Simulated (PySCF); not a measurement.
# VOH₃: one geometry, many levels of theory

How much do the numbers for VOH₃ (singlet) hang on the method? All levels run at one geometry, the PBE0 minimum.

Program: PySCF 2.14.0. Level of theory: several methods, basis V def2-TZVP, O def2-TZVP, H def2-TZVP, no relativity, density fitting. These are calculated values, not measurements.

## 1. Where the work starts

5 atoms, charge 0, spin multiplicity 1.

Bond lengths: V1–O2 1.535 Å, V1–H3 1.628 Å, V1–H4 1.628 Å, V1–H5 1.628 Å. Angles: O2–V1–H3 102.7°, O2–V1–H4 102.7°, O2–V1–H5 102.7°, H3–V1–H4 115.3°, H3–V1–H5 115.3°, H4–V1–H5 115.3°.

Coordinates in bohr (charge 0 multiplicity 1):
```
V     0.0000    0.5174    0.3661
O     0.0000   -1.8503   -1.3092
H     2.5981    0.2049    1.9825
H    -2.5981    0.2049    1.9825
H     0.0000    2.8041   -1.6910
```

## 2. PBE0

The steps are one call of a driver around PySCF; scf.py gives each level's set-up. Each SCF starts from the density of the minimum. The driver also runs the species with one electron less or more at the same geometry (one less: multiplicity 2, one more: multiplicity 2); their logs are not shown.

The input, scf.py:

```python
from pyscf import gto, scf, dft
mol = gto.M(atom='''
V     -0.000000     0.273775     0.193706
O      0.000000    -0.979138    -0.692779
H      1.374835     0.108450     1.049086
H     -1.374835     0.108450     1.049086
H     -0.000000     1.483845    -0.894828''',
    basis={'V': 'def2-TZVP', 'O': 'def2-TZVP', 'H': 'def2-TZVP'},
    charge=0, spin=0)
mf = dft.RKS(mol, xc='PBE0')
mf.grids.atom_grid = (99, 590)
aux = {'V': 'def2-universal-JKFIT', 'O': 'def2-universal-JKFIT', 'H': 'def2-universal-JKFIT'}
mf = mf.density_fit(auxbasis=aux)
mf.kernel()
```

## 3. HF

Changes to scf.py since step 2:

```diff
@@ -10,2 +10 @@
-mf = dft.RKS(mol, xc='PBE0')
-mf.grids.atom_grid = (99, 590)
+mf = scf.RHF(mol)
```

## 4. PBE

Changes to scf.py since step 3:

```diff
@@ -10 +10,2 @@
-mf = scf.RHF(mol)
+mf = dft.RKS(mol, xc='PBE')
+mf.grids.atom_grid = (99, 590)
```

## 5. CCSD(T)

Changes to scf.py since step 4:

```diff
@@ -10,2 +10 @@
-mf = dft.RKS(mol, xc='PBE')
-mf.grids.atom_grid = (99, 590)
+mf = scf.RHF(mol)
@@ -14,0 +14,3 @@
+from pyscf import cc
+mycc = cc.CCSD(mf, frozen=6).run()
+mycc.ccsd_t()
```

## 6. r2SCAN

Changes to scf.py since step 5:

```diff
@@ -10 +10,2 @@
-mf = scf.RHF(mol)
+mf = dft.RKS(mol, xc='R2SCAN')
+mf.grids.atom_grid = (99, 590)
@@ -14,3 +14,0 @@
-from pyscf import cc
-mycc = cc.CCSD(mf, frozen=6).run()
-mycc.ccsd_t()
```

(Steps that only read results are left out.)

**Question.** What will these runs give? Wanted: atomisation energy, CCSD(T) in this basis; vertical ionisation energy, range; vertical electron affinity, range; orbital gap, range; T1, D1.

As calculated:

```
                                 quantity                          value
atomisation energy, CCSD(T) in this basis                    1301 kJ/mol
        vertical ionisation energy, range  10.87 (HF) to 11.76 (PBE0) eV
        vertical electron affinity, range     1.25 (PBE) to 2.67 (HF) eV
                       orbital gap, range    3.46 (PBE) to 14.01 (HF) eV
                                   T1, D1                   0.039, 0.109
```

What this shows: The functionals' atomisation energies stand +7 kJ/mol (PBE0) to +223 kJ/mol (PBE) from CCSD(T); much of that can be the slow basis convergence of CCSD(T), which binds tens of kJ/mol more at its limit, so it ranks no functional. HF lacks the correlation that pairing electrons in bonds brings, so it binds too weakly, by 913 kJ/mol even against this CCSD(T). Spin contamination is strong in at least one of the open-shell species at HF, CCSD(T). Without diffuse functions electron affinities tend to come out too low.
